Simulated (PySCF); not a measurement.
# Beryllium: the same states on changed settings

The task here is to estimate one member of a computed series from the others.

The numbers are computed with PySCF 2.14.0 (unrestricted determinants in a Gaussian basis, no spin-orbit coupling in the energies), except any that are marked as measured or tabulated.

**The atom as given**

```
Element                                   : beryllium (Z = 4)
Basis                                     : x2c-SVPall (3s2p, 9 functions)
Hamiltonian                               : the spin-free X2C one-electron Hamiltonian (Gaussian nucleus)
State 1                                   : Be: [He] 2s2, closed-shell 1S
State 2                                   : Be⁺: [He] 2s1, 2S determinant
Methods                                   : UHF, BP86, PBE0, MP2, CCSD(T)
Core shells frozen in the correlated runs : valence: 1s2 (for Be)
```

Outer shells as boxes (Hund's rule):

Be [He] 2s2
```
[He] core
2s [↑↓]
```

Be+ [He] 2s1
```
[He] core
2s [↑ ]
```

The sound run (x2c-SVPall, scalar relativity by spin-free X2C-1e, symmetry-adapted start, fine grid, valence correlation) gave:

```csv
species,method,energy (hartree)
Be,UHF,-14.55620
Be,BP86,-14.64410
Be,PBE0,-14.62112
Be,MP2 (valence),-14.57823
Be,CCSD(T) (valence),-14.60039
Be⁺,UHF,-14.26333
Be⁺,BP86,-14.31065
Be⁺,PBE0,-14.29270
```

The runs were made by one driver on top of PySCF. The scripts below sum up each run's settings (the driver also hands on starting orbitals that pick excited configurations, and frozen orbitals as a list rather than a count), and the logs come from the driver's own runs.

Set-up of the first run:

It was started by

```sh
$ OMP_NUM_THREADS=1 python atomrun2.py TASK.json OUT
```

Contents of input.py:

```python
from pyscf import gto, scf, dft, mp, cc
import basis_set_exchange as bse
mol = gto.M(atom="Be 0 0 0", charge=0, spin=0, symmetry="D2h",
            basis=gto.basis.parse(bse.get_basis("x2c-SVPall", elements=["Be"], fmt="nwchem", header=False)),
            nucmod="G")
mf = scf.UHF(mol).sfx2c1e()
mf.irrep_nelec = {'Ag': (2, 2)}
mf.init_guess = "1e"
mf.max_cycle = 50
mf.kernel()
```

Among the steps run: Changed run, Be, method by method; Changed run, Be⁺: the ladder of methods.

One of the session's tables, all rows but one given; the rest of the session is left out.

Ionisation energy of Be:

```
 method  sound run (eV)
    UHF           7.970
   BP86           9.074
   PBE0               ?
    MP2           8.569
SCS-MP2           8.689
   CCSD           9.172
CCSD(T)           9.172
  CCSDT           9.172
    FCI           9.172
```

Q: Estimate the row for PBE0 from the others.

**Answer.** sound run (eV): 8.937. In the column «sound run (eV)» it lies between SCS-MP2 (8.689) and BP86 (9.074).
